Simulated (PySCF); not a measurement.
**CH6O2SSi: electronic excitations and core binding energies**

Aim: predict the electronic excitations and core binding energies of CH6O2SSi (`CS[SiH](O)O`).

Programs: PySCF 2.14.0, with density-fitted response routines of our own. Each step states its level of theory. These are calculated values for one molecule in the gas phase, unless marked as measured. Atoms are numbered from 0 throughout.

## Step 1: The starting structure

11 atoms, charge 0, multiplicity 1; geometry from: GFN2-xTB.

Bonds of the start (Å): C0–S1 1.82, S1–Si2 2.15, Si2–O3 1.61, Si2–O4 1.62, C0–H5 1.08, C0–H6 1.09, C0–H7 1.08, Si2–H8 1.45, O3–H9 0.95, O4–H10 0.95.

## Step 2: Excited states and response: wB97X-D/def2-SVPD

What the job is given:

```
{"job": {"kind": "uv", "xc": "wB97X-D", "basis": "def2-SVPD", "nstates": 8, "ntriplets": 3}, "charge": 0, "multiplicity": 1}
C      1.942845    -0.035992     0.245967
S      0.520853     0.925270     0.843916
Si    -0.977939     0.181470    -0.507335
O     -1.030473    -1.431947    -0.500418
O     -2.414256     0.748279    -0.018321
H      1.680649    -1.088367     0.215920
H      2.221821     0.311090    -0.743885
H      2.757526     0.129761     0.942805
H     -0.626763     0.516607    -1.872128
H     -1.558729    -1.905073     0.138967
H     -2.510108     1.651571     0.268469
```

Level: TDDFT wB97X-D/def2-SVPD, vertical, gas phase, core orbitals frozen in the response.

What it wrote:

```text
coarse grid: 10232 points
cycle   1  E = -879.2974925155  dE =  5.435e-01  |g| = 8.794e-01  |ddm| = 3.913e+00
cycle   2  E = -879.2671039074  dE =  3.039e-02  |g| = 1.006e+00  |ddm| = 1.874e+00
cycle   3  E = -879.4482506128  dE = -1.811e-01  |g| = 5.603e-02  |ddm| = 8.616e-01
cycle   4  E = -879.4489933991  dE = -7.428e-04  |g| = 2.077e-02  |ddm| = 1.206e-01
cycle   5  E = -879.4491221606  dE = -1.288e-04  |g| = 5.198e-03  |ddm| = 4.792e-02
cycle   6  E = -879.4491308056  dE = -8.645e-06  |g| = 1.481e-03  |ddm| = 1.244e-02
final grid: 89528 points
cycle   7  E = -879.5590785483  dE = -7.188e-05  |g| = 4.375e-03  |ddm| = 8.745e-02
cycle   8  E = -879.5590811238  dE = -2.576e-06  |g| = 3.583e-03  |ddm| = 1.551e-02
cycle   9  E = -879.5590838553  dE = -2.732e-06  |g| = 7.071e-04  |ddm| = 4.485e-03
cycle  10  E = -879.5590839746  dE = -1.193e-07  |g| = 2.798e-04  |ddm| = 1.262e-03
cycle  11  E = -879.5590839989  dE = -2.432e-08  |g| = 6.567e-05  |ddm| = 5.727e-04
cycle  12  E = -879.5590840004  dE = -1.513e-09  |g| = 2.406e-05  |ddm| = 1.392e-04
cycle  13  E = -879.5590840006  dE = -1.737e-10  |g| = 6.897e-06  |ddm| = 4.629e-05
converged SCF energy = -879.5590840006

Static polarisability (au): isotropic 65.607, principal 57.358 63.812 75.651

Singlet excitations
state   eV       nm        f      main configurations
  1   5.6601    219.0   0.00040   H->L 0.69, H->L+1 0.15
  2   6.5859    188.3   0.05332   H->L+1 0.46, H->L+2 0.31, H->L 0.15
  3   7.0810    175.1   0.00693   H-1->L 0.45, H->L+2 0.17, H->L+1 0.09
  4   7.3195    169.4   0.03338   H-1->L 0.31, H->L+2 0.22, H->L+1 0.14
  5   7.3763    168.1   0.01246   H->L+3 0.59, H->L+2 0.11, H->L+4 0.09
  6   7.5963    163.2   0.01043   H->L+5 0.27, H->L+7 0.25, H->L+4 0.14
  7   7.8222    158.5   0.01658   H->L+4 0.47, H->L+5 0.16
  8   7.9303    156.3   0.10802   H-1->L+1 0.68

Triplet excitations (Tamm-Dancoff, eV): 5.3461 6.3874 6.6409
```

Run time: 35 s. Hardware: 1 thread, shared host.

The orbitals next to the gap, with their largest atomic shares:

| orbital | eV | atoms |
| --- | --- | --- |
| HOMO−3 | -12.08 | O3 53 %, O4 17 %, Si2 9 % |
| HOMO−2 | -11.65 | O4 44 %, S1 21 %, C0 11 % |
| HOMO−1 | -10.01 | S1 49 %, Si2 14 %, O3 11 % |
| HOMO | -8.75 | S1 73 %, C0 11 %, Si2 8 % |
| LUMO | 1.55 | S1 38 %, O4 19 %, Si2 17 % |
| LUMO+1 | 1.93 | Si2 21 %, S1 21 %, O3 21 % |
| LUMO+2 | 2.40 | S1 53 %, O3 12 %, O4 7 % |

With each of the 8 states as a Gaussian band of 0.4 eV half-width at 1/e, the curve within the window shown has maxima at 187 nm (ε 2,300), 158 nm (ε 5,500) L/(mol cm). Beyond the last state computed it falls off for lack of states. The curve at chosen wavelengths:

```
 nm  ε (L/mol/cm)
151          2776
155          4944
159          5463
162          4809
166          3710
170          2897
174          2293
177          2027
181          2029
185          2242
189          2263
192          2029
196          1481
200           899
204           465
207           261
211           113
215            51
219            28
222            20
226            15
230            11
234             7
237             5
241             3
245             2
```

Ground-state properties from the same run:

| property | computed |
| --- | --- |
| dipole moment (D) | 0.23 |
| polarisability (Å³) | 9.72 |
| HOMO–LUMO gap (eV) | 10.29 |
| −ε(HOMO) (eV) | 8.75 |

## Step 3: Core holes by ΔSCF: SCAN, X2C

Same as in step 2 but for these lines:

```diff
@@ -1,2 +1,2 @@
-{"job": {"kind": "uv", "xc": "wB97X-D", "basis": "def2-SVPD", "nstates": 8, "ntriplets": 3}, "charge": 0, "multiplicity": 1}
+{"job": {"kind": "xps"}, "charge": 0, "multiplicity": 1}
 C      1.942845    -0.035992     0.245967
```

Method: delta-SCF UKS SCAN, pcX-2 on the ionised atom, pcseg-1 elsewhere, spin-free X2C.

What it wrote:

```text
ground state, core basis on atom 0 (C), 139 functions
  cycle   1  E = -881.32237901  |g| = 9.37e-01
  cycle   2  E = -880.99361558  |g| = 1.61e+00
  cycle   3  E = -881.48729109  |g| = 1.37e-01
  cycle   4  E = -881.49164083  |g| = 5.30e-02
  cycle   5  E = -881.49243959  |g| = 1.39e-02
  cycle   6  E = -881.49249872  |g| = 4.16e-03
  cycle   7  E = -881.49250256  |g| = 1.37e-03
  cycle   8  E = -881.49250380  |g| = 5.32e-04
  cycle   9  E = -881.49250310  |g| = 8.04e-05
  E(ground) = -881.54697779 Eh
hole in C 1s of atom 0
  cycle   1  E = -870.21759201  |g| = 1.50e+00
  cycle   2  E = -869.25478148  |g| = 1.96e+00
  cycle   3  E = -870.68794884  |g| = 4.65e-01
  cycle   4  E = -870.74244244  |g| = 3.33e-01
  cycle   5  E = -870.78279838  |g| = 9.14e-02
  cycle   6  E = -870.78611458  |g| = 2.25e-02
  cycle   7  E = -870.78638228  |g| = 8.33e-03
  cycle   8  E = -870.78641106  |g| = 5.45e-03
  cycle   9  E = -870.78642809  |g| = 1.82e-03
  cycle  10  E = -870.78643294  |g| = 9.87e-04
  cycle  11  E = -870.78643533  |g| = 2.16e-04
  E(ion) = -870.84160401 Eh   <S^2> = 0.7745   hole on atom = 1.000   binding energy = 291.308 eV
ground state, core basis on atom 1 (S), 150 functions
  cycle   1  E = -881.63957645  |g| = 4.05e-01
  cycle   2  E = -881.63932958  |g| = 4.95e-02
  cycle   3  E = -881.63851146  |g| = 7.35e-02
  cycle   4  E = -881.64000266  |g| = 6.05e-03
  cycle   5  E = -881.64000574  |g| = 3.94e-03
  cycle   6  E = -881.64000870  |g| = 3.66e-04
  E(ground) = -881.68048492 Eh
hole in S 1s of atom 1
  cycle   1  E = -789.41949406  |g| = 5.08e+00
  cycle   2  E = -789.59145547  |g| = 2.24e+00
  cycle   3  E = -789.98876351  |g| = 1.13e+00
  cycle   4  E = -790.57315741  |g| = 3.94e-01
  cycle   5  E = -790.62622427  |g| = 1.83e-01
  cycle   6  E = -790.63910715  |g| = 3.69e-02
  cycle   7  E = -790.63945118  |g| = 1.84e-02
  cycle   8  E = -790.63959933  |g| = 5.21e-03
  cycle   9  E = -790.63960705  |g| = 2.99e-03
  cycle  10  E = -790.63961094  |g| = 6.55e-04
  cycle  11  E = -790.63961129  |g| = 2.78e-04
  E(ion) = -790.67173350 Eh   <S^2> = 0.7515   hole on atom = 1.000   binding energy = 2476.474 eV
hole in S 2p of atom 1
  cycle   1  E = -874.97850854  |g| = 1.53e+00
  cycle   2  E = -874.80856062  |g| = 1.34e+00
  cycle   3  E = -875.34092832  |g| = 4.13e-01
  cycle   4  E = -875.41181399  |g| = 1.76e-01
  cycle   5  E = -875.42136811  |g| = 6.17e-02
  cycle   6  E = -875.42302101  |g| = 1.64e-02
  cycle   7  E = -875.42312472  |g| = 8.00e-03
  cycle   8  E = -875.42315613  |g| = 1.86e-03
  cycle   9  E = -875.42315713  |g| = 1.16e-03
  cycle  10  E = -875.42315842  |g| = 6.01e-04
  cycle  11  E = -875.42315690  |g| = 2.20e-04
  E(ion) = -875.47069941 Eh   <S^2> = 0.7532   hole on atom = 1.001   binding energy = 168.977 eV
  2p3/2 = 168.712 eV   2p1/2 = 169.957 eV
ground state, core basis on atom 2 (Si), 150 functions
  cycle   1  E = -881.60453929  |g| = 2.91e-01
  cycle   2  E = -881.60451807  |g| = 6.22e-02
  cycle   3  E = -881.60431100  |g| = 5.92e-02
  cycle   4  E = -881.60510261  |g| = 1.44e-02
  cycle   5  E = -881.60515834  |g| = 1.81e-03
  cycle   6  E = -881.60516021  |g| = 4.70e-04
  E(ground) = -881.61891070 Eh
hole in Si 1s of atom 2
  cycle   1  E = -812.63962541  |g| = 4.35e+00
  cycle   2  E = -812.25780533  |g| = 2.37e+00
  cycle   3  E = -812.89256865  |g| = 1.11e+00
  cycle   4  E = -813.62166027  |g| = 3.39e-01
  cycle   5  E = -813.68153436  |g| = 1.04e-01
  cycle   6  E = -813.68496553  |g| = 6.25e-02
  cycle   7  E = -813.68624699  |g| = 2.15e-02
  cycle   8  E = -813.68645683  |g| = 3.49e-03
  cycle   9  E = -813.68646184  |g| = 1.30e-03
  cycle  10  E = -813.68646252  |g| = 5.93e-04
  cycle  11  E = -813.68646300  |g| = 3.28e-04
  E(ion) = -813.70815845 Eh   <S^2> = 0.7521   hole on atom = 1.000   binding energy = 1847.946 eV
hole in Si 2p of atom 2
  cycle   1  E = -877.30549354  |g| = 1.24e+00
  cycle   2  E = -876.86619210  |g| = 1.37e+00
  cycle   3  E = -877.49260696  |g| = 4.55e-01
  cycle   4  E = -877.61755747  |g| = 1.08e-01
  cycle   5  E = -877.62342386  |g| = 4.64e-02
  cycle   6  E = -877.62428468  |g| = 2.33e-02
  cycle   7  E = -877.62449551  |g| = 4.76e-03
  cycle   8  E = -877.62450530  |g| = 1.26e-03
  cycle   9  E = -877.62450577  |g| = 6.43e-04
  cycle  10  E = -877.62450482  |g| = 2.95e-04
  E(ion) = -877.64916412 Eh   <S^2> = 0.7515   hole on atom = 1.003   binding energy = 108.022 eV
  2p3/2 = 107.853 eV   2p1/2 = 108.480 eV
ground state, core basis on atom 3 (O), 139 functions
  cycle   1  E = -881.52472283  |g| = 1.01e-01
  cycle   2  E = -881.52405147  |g| = 7.55e-02
  cycle   3  E = -881.52453252  |g| = 5.68e-02
  cycle   4  E = -881.52510112  |g| = 4.62e-03
  cycle   5  E = -881.52510800  |g| = 1.09e-03
  cycle   6  E = -881.52510758  |g| = 2.19e-04
  E(ground) = -881.57721761 Eh
hole in O 1s of atom 3
  cycle   1  E = -860.91361451  |g| = 2.22e+00
  cycle   2  E = -858.90673779  |g| = 2.53e+00
  cycle   3  E = -861.35258704  |g| = 7.83e-01
  cycle   4  E = -861.64529881  |g| = 3.54e-01
  cycle   5  E = -861.70871012  |g| = 1.59e-01
  cycle   6  E = -861.72094184  |g| = 5.73e-02
  cycle   7  E = -861.72209975  |g| = 1.75e-02
  cycle   8  E = -861.72223452  |g| = 5.61e-03
  cycle   9  E = -861.72225145  |g| = 9.83e-04
  cycle  10  E = -861.72225362  |g| = 5.70e-04
  cycle  11  E = -861.72225169  |g| = 2.42e-04
  E(ion) = -861.77577608 Eh   <S^2> = 0.7612   hole on atom = 1.000   binding energy = 538.825 eV
```

It took 70 s on 1 thread, shared host.

Binding energies by hole, beside the orbital energy of the ground state; the difference holds orbital relaxation and, for a density functional, its self-interaction error:

| hole | stands for | environment | ΔSCF (eV; 2p as the shell's mean) | −ε (eV) | ⟨S²⟩ |
| --- | --- | --- | --- | --- | --- |
| C1s on C0 | C0 | methyl carbon bonded to S | 291.31 | 274.5 | 0.775 |
| S1s on S1 | S1 | sulfur bonded to C, Si | 2476.47 | 2414.5 | 0.751 |
| S2p on S1 | S1 | sulfur bonded to C, Si | 169.13 | 157.6 | 0.753 |
| Si1s on Si2 | Si2 | silicon bonded to 2 O, S, H | 1847.95 | 1794.4 | 0.752 |
| Si2p on Si2 | Si2 | silicon bonded to 2 O, S, H | 108.06 | 97.1 | 0.752 |
| O1s on O3 | O3, O4 | oxygen bonded to Si, H | 538.82 | 516.9 | 0.761 |

Each hole run stands for the others of its class of like atoms.

With the spin-orbit splitting: S1 2p3/2 168.71, 2p1/2 169.96 eV; Si2 2p3/2 107.85, 2p1/2 108.48 eV. The table gives each 2p level as the mean over the whole 2p shell (two parts 2p3/2, one part 2p1/2), which differs a little from the single hole in the log.

## Step 4: Results

| quantity | value |
| --- | --- |
| lowest singlet (wB97X-D/def2-SVPD) | 5.66 eV (219 nm), f = 0.000 |
| brightest single state of those computed | state 8, 7.93 eV, f = 0.108 |
| lowest triplet | 5.35 eV |
| C1s binding energies, SCAN/pcX-2 | C0 291.31 eV |
| S1s binding energies, SCAN/pcX-2 | S1 2476.47 eV |
| S2p binding energies, SCAN/pcX-2 | S1 169.13 eV |
| Si1s binding energies, SCAN/pcX-2 | Si2 1847.95 eV |
| Si2p binding energies, SCAN/pcX-2 | Si2 108.06 eV |
| O1s binding energies, SCAN/pcX-2 | O3 538.82 eV |

What this shows: The first singlet state (HOMO→LUMO 0.69, HOMO→LUMO+1 0.15) lies at 5.66 eV and is dark; of the 8 states computed, the strongest absorption comes from state 8 at 7.93 eV (the last computed, so partners may be missing). The lowest triplet lies 0.31 eV below the lowest singlet (triplets in Tamm-Dancoff, singlets in full TDDFT).
